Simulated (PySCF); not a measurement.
# C3H9ClGe (Trimethylgermanium Chloride and Bromide): the cost of one run

Computed with PySCF 2.14.0 and routines of our own; the level stands in each step. Atoms count from 0.

## (1) The system as given

14 atoms, charge 0, multiplicity 1; geometry from: GFN2-xTB.

## (2) Geometry optimisation at PBE0-D3(BJ)/def2-SVP

The job: settings as JSON, then the geometry in Å.

```
{"job": {"xc": "PBE0", "basis": "def2-SVP", "d3": "d3bj", "grid": 1, "maxiter": 30, "shake": 0.01, "kind": "geom"}, "charge": 0, "multiplicity": 1}
C     -0.865740     1.623360    -0.406920
Ge     0.121930     0.114490     0.363480
C      1.737100    -0.319040    -0.704210
C     -0.995150    -1.475970     0.651390
Cl     0.798950     0.739710     2.279490
H     -1.263170     1.402800    -1.401480
H     -1.721280     1.903900     0.221940
H     -0.230000     2.527440    -0.501020
H      2.321930    -1.102020    -0.192620
H      1.484570    -0.649640    -1.683610
H      2.388430     0.553730    -0.773900
H     -1.404480    -1.848350    -0.284330
H     -1.899530    -1.215540     1.282270
H     -0.480720    -2.269940     1.141750
```

Started as:

```bash
$ OMP_NUM_THREADS=1 python heavy_run.py task.json out
```

The driver reads the jobs from task.json and runs them one after another.

Q: Estimate the wall time and peak memory of this first job on 1 thread of Intel Xeon Platinum 8259CL at 2.50GHz, shared host.

About 77 s, with a peak of 0.55 GiB.
